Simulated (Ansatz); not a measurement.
# CO: the cost of one run

Program: Ansatz 0.2.0. Level of theory: DFT PBE, scalar-relativistic, plane waves, PAW. These are calculated values, not measurements.

The COD cell was measured well above room temperature, so it is larger than a cold one.

5 further runs of the same task are left out: 5 set aside as unsound or not needed.

### 1 The system as given

It takes space group Fm-3m (No. 225, cubic). The conventional cell has a = 4.601 Å, b = 4.601 Å, c = 4.601 Å, α = 90.00°, β = 90.00°, γ = 90.00°. C (site symmetry m-3m) has 6 O at 2.30 Å as nearest neighbours. O (site symmetry m-3m) is surrounded by 6 C at 2.30 Å.

As a file:

```xyz
2
Lattice="0.0000 2.3005 2.3005 2.3005 0.0000 2.3005 2.3005 2.3005 0.0000" Properties=species:S:1:pos:R:3 pbc="T T T"
C     0.0000    0.0000    0.0000
O     2.3005    2.3005    2.3005
```

This is candidate A: rock salt type (Fm-3m, No. 225).

(A quick probe on a coarse mesh, which set the mesh and smearing, is not shown.)

### 3 Coarse relaxation (candidate A)

input.yaml

```yaml
crystal:
  lattice:
    - [0.0, 2.3004564749, 2.3004564749]
    - [2.3004564749, 0.0, 2.3004564749]
    - [2.3004564749, 2.3004564749, 0.0]
  atoms:
    - { symbol: C, position: [0.0, 0.0, 0.0] }
    - { symbol: O, position: [0.5, 0.5, 0.5] }
basis:
  ecutwfc: 420
kpoints:
  mp_grid: { grid: [6, 6, 6] }
hamiltonian:
  xc: pbe
scf:
  occupations: { method: gaussian, width: 0.1 }
  lower_state_search: "off"
output:
  forces: true
  stress: true
  eigenvalues: true
relax:
  adjacent_minimum: "off"
  f_tol: 0.04
  max_steps: 70
  cell: { stress_tol: 0.4 }
```

Started as:

```console
$ ansatz run input.yaml --threads 1 --pin off --max-ram 2560MiB --backend cpu --events-out ev --progress --plain --runs-dir out
```

What time and memory should one allow on 1 thread of Arm Neoverse V1, shared host?

About 4.4 s, with a peak of 0.26 GiB.
